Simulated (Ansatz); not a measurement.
# ClF2HSi + HF: a complex and its separated parts, part 2 of 2

Ansatz 0.2.0, Gaussian basis. Earlier steps stand in the parts before.

### Step 13. CAM-B3LYP-D4/def2-TZVPP

The inputs:

parta/in.yaml

```yaml
crystal:
  periodic: [false, false, false]
  atoms:
    - {symbol: Si, position_ang: [-0.438228, -0.481615, -0.634754]}
    - {symbol: Cl, position_ang: [1.571405, -0.298819, -0.608258]}
    - {symbol: F, position_ang: [-0.847983, -1.475090, -1.788705]}
    - {symbol: F, position_ang: [-1.076928, 0.922223, -0.963076]}
    - {symbol: H, position_ang: [-0.949750, -0.971914, 0.647106]}
basis:
  gaussian: {orbitals: def2-TZVPP}
hamiltonian: {xc: {name: CAM-B3LYP}, dispersion: d4}
```

partb/in.yaml

```yaml
crystal:
  periodic: [false, false, false]
  atoms:
    - {symbol: H, position_ang: [1.238250, 1.075310, 1.408221]}
    - {symbol: F, position_ang: [0.503233, 1.229906, 1.939565]}
basis:
  gaussian: {orbitals: def2-TZVPP}
hamiltonian: {xc: {name: CAM-B3LYP}, dispersion: d4}
```

Each run has its own folder and the same command.

Run with:

```console
$ ansatz run in.yaml --threads 4 --pin off --events-out ev --progress --plain --max-ram 9574MiB
```

parta printed, cut to the lines that bear on the results:

```text
Functional definition: CAM-B3LYP
  name "CAM-B3LYP"
  cite "Yanai, Tew & Handy, Chem. Phys. Lett. 393, 51 (2004) doi:10.1016/j.cplett.2004.06.011"
  cite "Iikura, Tsuneda, Yanai & Hirao, J. Chem. Phys. 115, 3540 (2001) doi:10.1063/1.1383587"
  cite "Becke, Phys. Rev. A 38, 3098 (1988) doi:10.1103/PhysRevA.38.3098"
  cite "Lee, Yang & Parr, Phys. Rev. B 37, 785 (1988) doi:10.1103/PhysRevB.37.785"
[...]
  # Exact exchange under (alpha + beta erf(omega r))/r, Becke's under what is left of 1/r.
[...]
975 factors; their error is unknown
183 factors; integrals over basis functions are off by at most 1.8e-5 eV
[...]
mean field -25858.06207602 eV, -950.2662540696 hartree, gradient 6.3e-5 eV, S^2 0.000000; 0 other end points of the search recorded, 0 dependent functions left out
reference -25858.06218041 eV, -950.2662579060 hartree; 25, 25 occupied and 135, 135 virtual orbitals, 975 factors
Total energy: -25858.15100764 eV, -950.2695222465 hartree
```

Log of partb, cut to the lines that bear on the results:

```text
[... 6 set-up lines as earlier in the session ...]
[...]
  # Exact exchange under (alpha + beta erf(omega r))/r, Becke's under what is left of 1/r.
[...]
215 factors; their error is unknown
48 factors; integrals over basis functions are off by at most 4.9e-5 eV
[...]
mean field -2733.85902735 eV, -100.4674661787 hartree, gradient 6.2e-5 eV, S^2 0.000000; 0 other end points of the search recorded, 0 dependent functions left out
reference -2733.85907148 eV, -100.4674678006 hartree; 5, 5 occupied and 40, 40 virtual orbitals, 215 factors
Total energy: -2733.86051180 eV, -100.4675207314 hartree
```

Times: 2.1 s (parta), 0.45 s (partb) on 4 threads of Arm Neoverse V1, shared host.

### Step 14. wB97X-V/def2-TZVPP

Each input of step 13 (parta, partb) changes in the same lines:

```diff
-hamiltonian: {xc: {name: CAM-B3LYP}, dispersion: d4}
+hamiltonian: {xc: {name: wB97X-V}}
```

Each run has its own folder and the same command.

Run with:

```console
$ ansatz run in.yaml --threads 4 --pin off --events-out ev --progress --plain --max-ram 9574MiB
```

Log of parta, cut to the lines that bear on the results:

```text
Functional definition: wB97X-V
  name "wB97X-V"
  cite "Mardirossian & Head-Gordon, Phys. Chem. Chem. Phys. 16, 9904 (2014) doi:10.1039/C3CP54374A"
[... 2 set-up lines as earlier in the session ...]
[...]
      + integral(e_c_pw_opposite_spin*poly(b97_u_opposite, cos0, cos1)) + vv10(b, c)
972 factors; their error is unknown
168 factors; integrals over basis functions are off by at most 3.2e-5 eV
[...]
mean field -25853.60977849 eV, -950.1026351533 hartree, gradient 5.6e-5 eV, S^2 0.000000; 0 other end points of the search recorded, 0 dependent functions left out
reference -25853.60977703 eV, -950.1026350996 hartree; 25, 25 occupied and 135, 135 virtual orbitals, 972 factors
Total energy: -25853.60977703 eV, -950.1026350996 hartree
```

Log of partb, cut to the lines that bear on the results:

```text
[... 5 set-up lines as earlier in the session ...]
[...]
      + integral(e_c_pw_opposite_spin*poly(b97_u_opposite, cos0, cos1)) + vv10(b, c)
215 factors; their error is unknown
48 factors; integrals over basis functions are off by at most 2.2e-5 eV
[...]
mean field -2733.49560682 eV, -100.4541107206 hartree, gradient 1.0e-5 eV, S^2 0.000000; 0 other end points of the search recorded, 0 dependent functions left out
reference -2733.49560622 eV, -100.4541106988 hartree; 5, 5 occupied and 40, 40 virtual orbitals, 215 factors
Total energy: -2733.49560622 eV, -100.4541106988 hartree
```

Wall times: 4.2 s (parta), 0.61 s (partb) on 4 threads of Arm Neoverse V1, shared host.

### Step 15. wB97M-V/def2-TZVPP

The same edit goes into each in.yaml of step 14 (parta, partb):

```diff
-hamiltonian: {xc: {name: wB97X-V}}
+hamiltonian: {xc: {name: wB97M-V}}
```

Each run has its own folder and the same command.

Run with:

```console
$ ansatz run in.yaml --threads 4 --pin off --events-out ev --progress --plain --max-ram 9574MiB
```

Log of parta, cut to the lines that bear on the results:

```text
Functional definition: wB97M-V
  name "wB97M-V"
  cite "Mardirossian & Head-Gordon, J. Chem. Phys. 144, 214110 (2016) doi:10.1063/1.4952647"
[... 2 set-up lines as earlier in the session ...]
  # Of w^i u^j: cxij and so on, Table III.
[...]
  gx(w, u) = 1 - cx + cx01*u + cx10*w
[...]
      + integral(e_c_pw_mod_opposite_spin*gos(b97_w_opposite, b97_u_opposite)) + vv10(b, c)
972 factors; their error is unknown
168 factors; integrals over basis functions are off by at most 3.2e-5 eV
[...]
mean field -25856.24783203 eV, -950.1995818328 hartree, gradient 5.6e-5 eV, S^2 0.000000; 0 other end points of the search recorded, 0 dependent functions left out
reference -25856.24786788 eV, -950.1995831502 hartree; 25, 25 occupied and 135, 135 virtual orbitals, 972 factors
Total energy: -25856.24786788 eV, -950.1995831502 hartree
```

Log of partb, cut to the lines that bear on the results:

```text
[... 5 set-up lines as earlier in the session ...]
  # Of w^i u^j: cxij and so on, Table III.
[...]
  gx(w, u) = 1 - cx + cx01*u + cx10*w
[...]
      + integral(e_c_pw_mod_opposite_spin*gos(b97_w_opposite, b97_u_opposite)) + vv10(b, c)
215 factors; their error is unknown
48 factors; integrals over basis functions are off by at most 2.2e-5 eV
[...]
mean field -2733.67553260 eV, -100.4607228713 hartree, gradient 1.2e-5 eV, S^2 0.000000; 0 other end points of the search recorded, 0 dependent functions left out
reference -2733.67554727 eV, -100.4607234102 hartree; 5, 5 occupied and 40, 40 virtual orbitals, 215 factors
Total energy: -2733.67554727 eV, -100.4607234102 hartree
```

Times: 6 s (parta), 0.6 s (partb) on 4 threads of Arm Neoverse V1, shared host.

### Step 16. B2PLYP/def2-TZVPP

Each input of step 15 (parta, partb) changes in the same lines:

```diff
-hamiltonian: {xc: {name: wB97M-V}}
+hamiltonian: {xc: {name: B2PLYP}}
```

One command serves all of them, each in its own folder.

Run with:

```console
$ ansatz run in.yaml --threads 4 --pin off --events-out ev --progress --plain --max-ram 9574MiB
```

Output in parta, cut to the lines that bear on the results:

```text
Functional definition: B2PLYP
  name "B2PLYP"
  cite "Grimme, J. Chem. Phys. 124, 034108 (2006) doi:10.1063/1.2148954"
[... 2 set-up lines as earlier in the session ...]
[...]
986 factors; integrals over basis functions are off by at most 7.9e-4 eV
[...]
mean field -25842.07444880 eV, -949.6787196063 hartree, gradient 2.2e-6 eV, S^2 0.000000; 0 other end points of the search recorded, 0 dependent functions left out
12 core orbitals not correlated: weight in the atoms' cores, before any rotation towards them, 1.000 or more for the frozen orbitals, at most 0.000 for the correlated occupied ones
reference -25842.07458353 eV, -949.6787245574 hartree; 13, 13 occupied and 135, 135 virtual orbitals, 986 factors
second order -26.00804160 eV of doubles, -0.00000000 eV of singles
Total energy: -25849.09675476 eV, -949.9367845904 hartree
```

partb printed, cut to the lines that bear on the results:

```text
[... 5 set-up lines as earlier in the session ...]
[...]
287 factors; integrals over basis functions are off by at most 1.0e-3 eV
[...]
mean field -2730.72523941 eV, -100.3523015963 hartree, gradient 1.4e-6 eV, S^2 0.000000; 0 other end points of the search recorded, 0 dependent functions left out
1 core orbitals not correlated: weight in the atoms' cores, before any rotation towards them, 1.000 or more for the frozen orbitals, at most 0.000 for the correlated occupied ones
reference -2730.72529611 eV, -100.3523036801 hartree; 4, 4 occupied and 40, 40 virtual orbitals, 287 factors
second order -8.59403042 eV of doubles, -0.00000000 eV of singles
Total energy: -2733.04568433 eV, -100.4375763741 hartree
```

They took 2.9 s (parta), 0.35 s (partb) on 4 threads of Arm Neoverse V1, shared host.

### Step 17. PBE-QIDH/def2-TZVPP

The same edit goes into each in.yaml of step 16 (parta, partb):

```diff
-hamiltonian: {xc: {name: B2PLYP}}
+hamiltonian: {xc: {name: PBE-QIDH}}
```

Each run has its own folder and the same command.

Run with:

```console
$ ansatz run in.yaml --threads 4 --pin off --events-out ev --progress --plain --max-ram 9574MiB
```

parta printed, cut to the lines that bear on the results:

```text
Functional definition: PBE-QIDH
  name "PBE-QIDH"
  cite "Brémond, Sancho-García, Pérez-Jiménez & Adamo, J. Chem. Phys. 141, 031101 (2014) doi:10.1063/1.4890314"
[... 1 set-up line as earlier in the session ...]
[...]
986 factors; integrals over basis functions are off by at most 7.9e-4 eV
[...]
mean field -25832.80790134 eV, -949.3381802682 hartree, gradient 4.3e-6 eV, S^2 0.000000; 0 other end points of the search recorded, 0 dependent functions left out
12 core orbitals not correlated: weight in the atoms' cores, before any rotation towards them, 1.000 or more for the frozen orbitals, at most 0.000 for the correlated occupied ones
reference -25832.80791046 eV, -949.3381806032 hartree; 13, 13 occupied and 135, 135 virtual orbitals, 986 factors
second order -24.29344627 eV of doubles, -0.00000000 eV of singles
Total energy: -25840.90572588 eV, -949.6357698311 hartree
```

Output in partb, cut to the lines that bear on the results:

```text
[... 4 set-up lines as earlier in the session ...]
[...]
287 factors; integrals over basis functions are off by at most 1.0e-3 eV
[...]
mean field -2728.92250141 eV, -100.2860521967 hartree, gradient 3.8e-6 eV, S^2 0.000000; 0 other end points of the search recorded, 0 dependent functions left out
1 core orbitals not correlated: weight in the atoms' cores, before any rotation towards them, 1.000 or more for the frozen orbitals, at most 0.000 for the correlated occupied ones
reference -2728.92250476 eV, -100.2860523199 hartree; 4, 4 occupied and 40, 40 virtual orbitals, 287 factors
second order -8.07153243 eV of doubles, -0.00000000 eV of singles
Total energy: -2731.61301557 eV, -100.3849267685 hartree
```

Times: 3.1 s (parta), 0.3 s (partb) on 4 threads of Arm Neoverse V1, shared host.

### Step 18. RPA on PBE/def2-TZVPP

The same edit goes into each in.yaml of step 17 (parta, partb):

```diff
-hamiltonian: {xc: {name: PBE-QIDH}}
+hamiltonian: {xc: pbe}
+correlation: {method: rpa}
```

The same command starts each run, in its folder.

Run with:

```console
$ ansatz run in.yaml --threads 4 --pin off --events-out ev --progress --plain --max-ram 9574MiB
```

Log of parta, cut to the lines that bear on the results:

```text
[... 4 set-up lines as earlier in the session ...]
[...]
986 factors; integrals over basis functions are off by at most 7.9e-4 eV
[...]
mean field -25844.12043805 eV, -949.7539083244 hartree, gradient 5.7e-6 eV, S^2 0.000000; 0 other end points of the search recorded, 0 dependent functions left out
12 core orbitals not correlated: weight in the atoms' cores, before any rotation towards them, 1.000 or more for the frozen orbitals, at most 0.000 for the correlated occupied ones
reference -25800.58914743 eV, -948.1541629007 hartree; 13, 13 occupied and 135, 135 virtual orbitals, 986 factors
Total energy: -25834.44283675 eV, -949.3982630364 hartree
```

partb printed, cut to the lines that bear on the results:

```text
[... 4 set-up lines as earlier in the session ...]
[...]
287 factors; integrals over basis functions are off by at most 1.0e-3 eV
[...]
mean field -2731.84357457 eV, -100.3933996555 hartree, gradient 9.2e-7 eV, S^2 0.000000; 0 other end points of the search recorded, 0 dependent functions left out
1 core orbitals not correlated: weight in the atoms' cores, before any rotation towards them, 1.000 or more for the frozen orbitals, at most 0.000 for the correlated occupied ones
reference -2722.68124579 eV, -100.0566902830 hartree; 4, 4 occupied and 40, 40 virtual orbitals, 287 factors
Total energy: -2733.63265753 eV, -100.4591472415 hartree
```

Times: 2.6 s (parta), 0.46 s (partb) on 4 threads of Arm Neoverse V1, shared host.

### Step 19. CCSD(T)/def2-TZVPP

Each input of step 18 (parta, partb) changes in the same lines:

```diff
-hamiltonian: {xc: pbe}
-correlation: {method: rpa}
+correlation: {method: ccsd_t}
```

Each run has its own folder and the same command.

Run with:

```console
$ ansatz run in.yaml --threads 4 --pin off --events-out ev --progress --plain --max-ram 9574MiB
```

Log of parta, cut to the lines that bear on the results:

```text
Functional definition: HF
  name "HF"
  cite "Fock, Z. Phys. 61, 126 (1930) doi:10.1007/BF01340294"
[... 1 set-up line as earlier in the session ...]
[...]
986 factors; integrals over basis functions are off by at most 7.9e-4 eV
[...]
mean field -25802.04896966 eV, -948.2078103782 hartree, gradient 3.5e-6 eV, S^2 0.000000; 0 other end points of the search recorded, 0 dependent functions left out
12 core orbitals not correlated: weight in the atoms' cores, before any rotation towards them, 1.000 or more for the frozen orbitals, at most 0.000 for the correlated occupied ones
reference -25802.04896966 eV, -948.2078103782 hartree; 13, 13 occupied and 135, 135 virtual orbitals, 986 factors
second order -21.81589152 eV of doubles, -0.00000000 eV of singles
cycle   1  -21.93035620 eV  change   -1.1e-1 eV  update   9.0e-2
[...]
cycle   9  -22.43699670 eV  change   -5.8e-6 eV  update   7.6e-6
perturbative correction -0.71794227 eV, -0.0263838919 hartree
Total energy: -25825.20390864 eV, -949.0587386905 hartree
```

Log of partb, cut to the lines that bear on the results:

```text
[... 4 set-up lines as earlier in the session ...]
[...]
287 factors; integrals over basis functions are off by at most 1.0e-3 eV
[...]
mean field -2722.91270848 eV, -100.0651963801 hartree, gradient 4.5e-6 eV, S^2 0.000000; 0 other end points of the search recorded, 0 dependent functions left out
1 core orbitals not correlated: weight in the atoms' cores, before any rotation towards them, 1.000 or more for the frozen orbitals, at most 0.000 for the correlated occupied ones
reference -2722.91270848 eV, -100.0651963801 hartree; 4, 4 occupied and 40, 40 virtual orbitals, 287 factors
second order -7.36485644 eV of doubles, -0.00000000 eV of singles
cycle   1  -7.29621604 eV  change    6.9e-2 eV  update   3.9e-2
[...]
cycle   8  -7.43089689 eV  change    6.3e-7 eV  update   3.3e-6
perturbative correction -0.17033796 eV, -0.0062598044 hartree
Total energy: -2730.51394333 eV, -100.3445366084 hartree
```

They took 21 s (parta), 0.25 s (partb) on 4 threads of Arm Neoverse V1, shared host; peak memory 1.2 GiB.

### Step 20. Vibrations of ClF2HSi

Input file vib-parta/in.yaml:

```yaml
crystal:
  periodic: [false, false, false]
  atoms:
    - {symbol: Si, position_ang: [-0.438228, -0.481615, -0.634754]}
    - {symbol: Cl, position_ang: [1.571405, -0.298819, -0.608258]}
    - {symbol: F, position_ang: [-0.847983, -1.475090, -1.788705]}
    - {symbol: F, position_ang: [-1.076928, 0.922223, -0.963076]}
    - {symbol: H, position_ang: [-0.949750, -0.971914, 0.647106]}
basis:
  gaussian: {orbitals: def2-TZVP}
hamiltonian: {xc: pbe0, dispersion: d4}
phonons: {temperatures: {t_min: 298.15, t_max: 900, t_step: 200}}
```

Run with:

```console
$ ansatz run in.yaml --threads 4 --pin off --events-out ev --progress --plain --max-ram 9574MiB
```

Output, cut to the lines that bear on the results:

```text
[... 5 set-up lines as earlier in the session ...]
[...]
892 factors; their error is unknown
[...]
mean field -25845.91052386 eV, -949.8196927644 hartree, gradient 6.9e-5 eV, S^2 0.000000; 0 other end points of the search recorded, 0 dependent functions left out
[...]
Atom 2 at    -0.847983    -1.475090    -1.788705 Å, force    -0.000076     0.000187     0.000080 eV/Å
Atom 3 at    -1.076928     0.922223    -0.963076 Å, force    -0.000036    -0.000182    -0.000106 eV/Å
Atom 4 at    -0.949750    -0.971914     0.647106 Å, force    -0.000051    -0.000019    -0.000107 eV/Å
Dipole moment:    -0.003011    -0.080642     0.233308 e Å
Vibrations: 226.49 273.79 363.50 579.34 826.89 830.17 903.54 984.76 2339.64 cm⁻¹, zero-point energy 0.454286 eV
```

It took 35 s on 4 threads of Arm Neoverse V1, shared host.

Wavenumbers and character of the modes:

```
mode  wavenumber (cm⁻¹)      character
   1                226           bend
   2                274           bend
   3                364           bend
   4                579  Si–Cl stretch
   5                827           bend
   6                830           bend
   7                904   Si–F stretch
   8                985   Si–F stretch
   9               2340   Si–H stretch
```

Vibrational sums (real modes only):

```
T (K)  entropy (J/mol/K)  heat capacity (J/mol/K)
  298               23.8                     34.5
  498               45.7                     50.4
  698               64.1                     58.5
  898               79.5                     63.3
```

### Step 21. Vibrations of HF

Input file vib-partb/in.yaml:

```yaml
crystal:
  periodic: [false, false, false]
  atoms:
    - {symbol: H, position_ang: [1.238250, 1.075310, 1.408221]}
    - {symbol: F, position_ang: [0.503233, 1.229906, 1.939565]}
basis:
  gaussian: {orbitals: def2-TZVP}
hamiltonian: {xc: pbe0, dispersion: d4}
phonons: {temperatures: {t_min: 298.15, t_max: 900, t_step: 200}}
```

Run with:

```console
$ ansatz run in.yaml --threads 4 --pin off --events-out ev --progress --plain --max-ram 9574MiB
```

Output, cut to the lines that bear on the results:

```text
[... 5 set-up lines as earlier in the session ...]
[...]
200 factors; their error is unknown
[...]
mean field -2731.80169997 eV, -100.3918607921 hartree, gradient 6.9e-6 eV, S^2 0.000000; 0 other end points of the search recorded, 0 dependent functions left out
[...]
reference -2731.80152083 eV, -100.3918542089 hartree; 5, 5 occupied and 32, 32 virtual orbitals, 200 factors
Total energy: -2731.80322169 eV, -100.3919167145 hartree
Atom 0 at     1.238250     1.075310     1.408221 Å, force     0.000569    -0.000120    -0.000411 eV/Å
Atom 1 at     0.503233     1.229906     1.939565 Å, force    -0.000569     0.000120     0.000411 eV/Å
Dipole moment:     0.320214    -0.067351    -0.231483 e Å
Vibrations: 4153.05 cm⁻¹, zero-point energy 0.257456 eV
```

It took 1.3 s on 4 threads of Arm Neoverse V1, shared host.

Wavenumbers and character of the modes:

```
mode  wavenumber (cm⁻¹)    character
   1               4153  F–H stretch
```

Vibrational sums (real modes only):

```
T (K)  entropy (J/mol/K)  heat capacity (J/mol/K)
  298                0.0                      0.0
  498                0.0                      0.0
  698                0.0                      0.1
  898                0.1                      0.5
```

### Step 22. Complex less separated parts

The complex's own energies come from single points at the same levels.

Rows are in def2-TZVPP; times add the 3 runs of a level on a shared host, so small differences are noise.

Differences are taken before rounding.

```
      method                    rung  complex less parts (kJ/mol)  from CCSD(T) (kJ/mol)     time
       SPW92                     LDA                        -22.6                  -13.4    1.9 s
      PBE-D4                     GGA                        -14.8                   -5.6    2.9 s
     BLYP-D4                     GGA                        -13.7                   -4.5    2.7 s
   r2SCAN-D4                meta-GGA                        -13.7                   -4.5    5.9 s
      B97M-V                meta-GGA                        -12.9                   -3.7     11 s
     PBE0-D4                  hybrid                        -12.3                   -3.1    3.9 s
    B3LYP-D4                  hybrid                        -12.7                   -3.4    3.9 s
  r2SCAN0-D4                  hybrid                        -12.3                   -3.1    6.9 s
    BHLYP-D4                  hybrid                        -12.0                   -2.8    3.7 s
CAM-B3LYP-D4  range-separated hybrid                        -13.6                   -4.4    4.6 s
     wB97X-V  range-separated hybrid                        -12.7                   -3.5    9.8 s
     wB97M-V  range-separated hybrid                        -13.3                   -4.1     12 s
      B2PLYP           double hybrid                         -8.6                   +0.7    6.7 s
    PBE-QIDH           double hybrid                         -8.9                   +0.4    6.8 s
  RPA on PBE                     RPA                         -7.0                   +2.3    6.2 s
Hartree-Fock            wavefunction                         -0.9                   +8.3         
         MP2            wavefunction                         -9.3                   -0.1         
        CCSD            wavefunction                         -7.9                   +1.4         
     CCSD(T)            wavefunction                         -9.2                      0  1.8 min
```

Among the levels timed on like hardware and quicker than the yardstick, those that no quicker one beats, quickest first: SPW92 (1.9 s, -13.4 kJ/mol); BLYP-D4 (2.7 s, -4.5 kJ/mol); BHLYP-D4 (3.7 s, -2.8 kJ/mol); RPA on PBE (6.2 s, +2.3 kJ/mol); B2PLYP (6.7 s, +0.7 kJ/mol); PBE-QIDH (6.8 s, +0.4 kJ/mol).

For cost: PBE-QIDH gets within 0.4 kJ/mol in 6.8 s, where CCSD(T) took 1.8 min; the quickest level in the cost chart, SPW92, takes 1.9 s and misses by 13.4 kJ/mol.

The complex's zero-point energy, from a separate PBE0-D4 run, is 0.752 eV.

### Step 23. Summary of results

The summary covers parts 1 to 2.

```
                              quantity        value
complex less parts, CCSD(T)/def2-TZVPP  -9.2 kJ/mol
                with zero-point energy  -5.4 kJ/mol
                 largest T1 diagnostic        0.011
```

In words: At CCSD(T) the complex lies 9.2 kJ/mol below its parts. PBE-QIDH is the best functional here (+0.4 kJ/mol from CCSD(T)); SPW92 is the worst (-13.4 kJ/mol). Mean unsigned error by rung: LDA 13.4, GGA 5.0, meta-GGA 4.1, hybrid 3.1, range-separated hybrid 4.0, double hybrid 0.5 kJ/mol. PBE-D4 gives a relative energy 5.6 kJ/mol too low, an error of 60 % of the reference. No counterpoise was applied, and triple zeta lacks some correlation, so the CCSD(T) reference has a basis error of its own, and close matches with it are partly luck.
